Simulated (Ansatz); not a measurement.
# Zn12H: the cost of one run

Method: DFT PBE, plane waves, PAW, scalar-relativistic, no spin polarisation, in Ansatz 0.2.0.

## (1) The starting structure

The cell holds 13 atoms (HZn12): a = 5.320 Å, b = 7.980 Å, c = 4.937 Å, α = 90.00°, β = 90.00°, γ = 120.00°.

As a file:

```
CELL_PARAMETERS angstrom
5.32000 0.00000 0.00000
-3.99000 6.91088 0.00000
0.00000 0.00000 4.93696
ATOMIC_POSITIONS crystal
Zn 0.00000 0.00000 0.00000
Zn 0.16667 0.22222 0.50000
Zn 0.00000 0.33333 0.00000
Zn 0.16667 0.55556 0.50000
Zn 0.00000 0.66667 0.00000
Zn 0.16667 0.88889 0.50000
Zn 0.50000 0.00000 0.00000
Zn 0.66667 0.22222 0.50000
Zn 0.50000 0.33333 0.00000
Zn 0.66667 0.55556 0.50000
Zn 0.50000 0.66667 0.00000
Zn 0.66667 0.88889 0.50000
H 0.31572 0.10153 0.26635
```

## (2) Preparing the start

File input.yaml:

```yaml
accuracy: low
crystal:
  lattice:
    - [5.32, 0.0, 0.0]
    - [-3.99, 6.910883, 0.0]
    - [0.0, 0.0, 4.93696]
  atoms:
    - { symbol: Zn, position: [0.0, 0.0, 0.0] }
    - { symbol: Zn, position: [0.1666667, 0.2222222, 0.5] }
    - { symbol: Zn, position: [0.0, 0.3333333, 0.0] }
    - { symbol: Zn, position: [0.1666667, 0.5555556, 0.5] }
    - { symbol: Zn, position: [0.0, 0.6666667, 0.0] }
    - { symbol: Zn, position: [0.1666667, 0.8888889, 0.5] }
    - { symbol: Zn, position: [0.5, 0.0, 0.0] }
    - { symbol: Zn, position: [0.6666667, 0.2222222, 0.5] }
    - { symbol: Zn, position: [0.5, 0.3333333, 0.0] }
    - { symbol: Zn, position: [0.6666667, 0.5555556, 0.5] }
    - { symbol: Zn, position: [0.5, 0.6666667, 0.0] }
    - { symbol: Zn, position: [0.6666667, 0.8888889, 0.5] }
    - { symbol: H, position: [0.3157151, 0.1015265, 0.2663532] }
basis:
  ecutwfc: 420.0
kpoints:
  mp_grid: { grid: [2, 2, 2] }
hamiltonian:
  xc: pbe
scf:
  occupations: { method: fermi_dirac, width: 0.15 }
  lower_state_search: "off"
relax:
  f_tol: 0.08
  max_steps: 25
  adjacent_minimum: "off"
output:
  write_density: true
  write_potential: true
  elf: true
  volumetric_format: npy
```

Launch:

```
$ ansatz run input.yaml --threads 1 --pin off --max-ram 3072MiB --backend cpu --events-out ev --progress --plain --runs-dir out
```

What time and memory should one allow on 1 thread of Arm Neoverse V2, shared host?

About 35 s, with a peak of 0.47 GiB.
